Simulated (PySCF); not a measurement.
# C₅H₃N₂P: electronic excitations

Aim: predict the electronic excitations of C₅H₃N₂P (`N#Cc1ccpcn1`).

Computed with PySCF 2.14.0, with density-fitted response routines of our own, on a single molecule in the gas phase. Atoms count from 0, in the outputs and in this text.

### Step 1. Starting geometry

11 atoms, charge 0, multiplicity 1; geometry from: GFN2-xTB.

Bonds of the start (Å): N0–C1 1.15, C1–C2 1.42, C2–C3 1.40, C3–C4 1.38, C4–P5 1.74, P5–C6 1.75, C6–N7 1.30, N7–C2 1.33, C3–H8 1.08, C4–H9 1.08, C6–H10 1.09.

### Step 2. Excited states and response: PBE0/def2-SVPD

Job settings and geometry (Å):

```
{"job": {"kind": "uv", "xc": "PBE0", "basis": "def2-SVPD", "nstates": 8, "ntriplets": 3}, "charge": 0, "multiplicity": 1}
N      3.345925    -0.590913    -0.071550
C      2.237323    -0.302076    -0.054390
C      0.850514     0.007221    -0.030118
C     -0.065128    -1.047265     0.068867
C     -1.424224    -0.831116     0.098687
P     -2.172948     0.738733     0.017437
C     -0.708976     1.699702    -0.092069
N      0.529637     1.295919    -0.104088
H      0.321593    -2.056294     0.122624
H     -2.081841    -1.688894     0.177849
H     -0.826450     2.777655    -0.159213
```

Method: TDDFT PBE0/def2-SVPD, vertical, gas phase, core orbitals frozen in the response.

Predict these results of the whole session: lowest singlet (PBE0/def2-SVPD); brightest single state of those computed; lowest triplet.

As calculated:

```
                                quantity                        value
         lowest singlet (PBE0/def2-SVPD)  3.44 eV (361 nm), f = 0.003
brightest single state of those computed  state 3, 4.67 eV, f = 0.239
                          lowest triplet                      2.87 eV
```

**Reading.** The lowest singlet, at 3.44 eV, is HOMO→LUMO 0.99 and is weak; of the 8 states computed, the strongest absorption comes from state 3 at 4.67 eV (the last state computed is bright too, and its partners may lie past the list). The lowest triplet lies 0.57 eV below the lowest singlet (triplets in Tamm-Dancoff, singlets in full TDDFT).
